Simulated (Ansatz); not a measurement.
# CH8BNO: the cost of one run

All numbers below are computed with Ansatz 0.2.0 (RKS PBE0/6-31G*).

### Step 1. Starting point

Bond lengths: B1–H3 1.190 Å, B1–O4 1.410 Å, O4–H5 1.010 Å, B1–N6 1.850 Å, N6–H7 1.060 Å, N6–C8 1.470 Å, C8–H9 1.110 Å, C8–H10 1.110 Å, C8–H11 1.110 Å. Angles: H3–B1–O4 120.0°, H3–B1–N6 105.4°, O4–B1–N6 92.8°, B1–O4–H5 109.5°, B1–N6–H7 120.0°, B1–N6–C8 120.0°, H7–N6–C8 120.0°, N6–C8–H9 109.5°, N6–C8–H10 109.5°, N6–C8–H11 109.5°, H9–C8–H10 109.4°, H9–C8–H11 109.4°, H10–C8–H11 109.4°.

Structure file:

```xyz
12

B     0.0000    0.0000    0.0000
H     0.0000    0.0000    1.5400
H     1.0305    0.0000   -0.5950
O    -1.2211    0.0000   -0.7050
H    -1.7308   -0.8467   -0.4965
N    -0.2314    1.7403    0.5833
H    -1.1621    2.2275    0.4417
C     0.8754    2.4476    1.2434
H     1.7017    1.7348    1.4467
H     1.2427    3.2600    0.5822
H     0.5189    2.8827    2.2003
H    -0.1183    0.8900    1.5631
```

### Step 2. Pulling towards end A

Springs on the bonds that form and break draw the guess towards this end; the thresholds are loose.

File input.yaml:

```yaml
crystal:
  periodic: [false, false, false]
  atoms:
    - { symbol: B, position_ang: [0.0, 0.0, 0.0] }
    - { symbol: H, position_ang: [0.0, 0.0, 1.54] }
    - { symbol: H, position_ang: [1.0305, 0.0, -0.595] }
    - { symbol: O, position_ang: [-1.2211, 0.0, -0.705] }
    - { symbol: H, position_ang: [-1.7308, -0.8467, -0.4965] }
    - { symbol: "N", position_ang: [-0.2314, 1.7403, 0.5833] }
    - { symbol: H, position_ang: [-1.1621, 2.2275, 0.4417] }
    - { symbol: C, position_ang: [0.8754, 2.4476, 1.2434] }
    - { symbol: H, position_ang: [1.7017, 1.7348, 1.4467] }
    - { symbol: H, position_ang: [1.2427, 3.26, 0.5822] }
    - { symbol: H, position_ang: [0.5189, 2.8827, 2.2003] }
    - { symbol: H, position_ang: [-0.1183, 0.89, 1.5631] }
basis:
  gaussian: { orbitals: "6-31G*" }
hamiltonian:
  xc: pbe0
relax:
  f_tol: 0.15
  max_steps: 25
  restrain:
    - { distance: [0, 5], at: 2.75, k: 30.0 }
    - { distance: [11, 1], at: 1.86, k: 30.0 }
    - { distance: [0, 1], at: 1.19, k: 30.0 }
    - { distance: [11, 5], at: 1.06, k: 30.0 }
```

Run with:

```console
ansatz run input.yaml --threads 1 --pin off --max-ram 2048MiB --backend cpu --events-out ev --progress --plain --runs-dir out
```

**Question.** How long does this run take on 1 thread of Arm Neoverse V1, shared host, and how much memory does it need?

About 37 s, with a peak of 0.17 GiB.
